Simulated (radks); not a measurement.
# Br in [Ar] 3d10 4s2 4p4.5 5s0.5: an all-electron calculation

Aim: the levels, the sizes of the orbitals and the parts of the energy of neutral bromine.

Program: radks (a radial shooting solver on a logarithmic mesh, Libxc functionals) version 1. Level of theory: scalar-relativistic Kohn-Sham, r2SCAN, spin-polarised, spherical densities, finite nucleus; open shells are filled with parallel spins first. These are calculated values, not measurements, unless marked.

### Step 1. Starting point

* element: bromine (Z = 35)
* charge: 0
* electrons: 35
* configuration: [Ar] 3d10 4s2 4p4.5 5s0.5
* nuclear rms radius: 4.1629 fm

### Step 2. The calculation

Settings of this run:

```text
Z 35
configuration [Ar] 3d10 4s2 4p4.5 5s0.5 4d0 5p0 6s0 4f0
relativity scalar-relativistic
functional r2scan,r2scan
spin polarised
nucleus finite rms 4.1629 fm
c 137.035999084
```

Q: Predict the outcome of this run.

The runs gave:

| quantity | value |
| --- | --- |
| total energy | -2606.70249 hartree |
| exchange-correlation share of it | 3.54 % |
| −T/E | 1.0217 |
| highest occupied level | 5s up, -1.532 eV |
| most extended occupied level | 5s up, <r> = 6.49 bohr |
| radius at density 0.001 e/bohr³ | 4.16 bohr |
| maxima of the radial density | 3 |

The radial density shows 3 maxima for 5 occupied principal shells; where shells overlap, one shows as a shoulder or not at all. Relativity lifts −T/E to 1.022. This is not the tabulated ground configuration, so its levels and sizes aren't those of the ground state, and no measured value stands beside it.
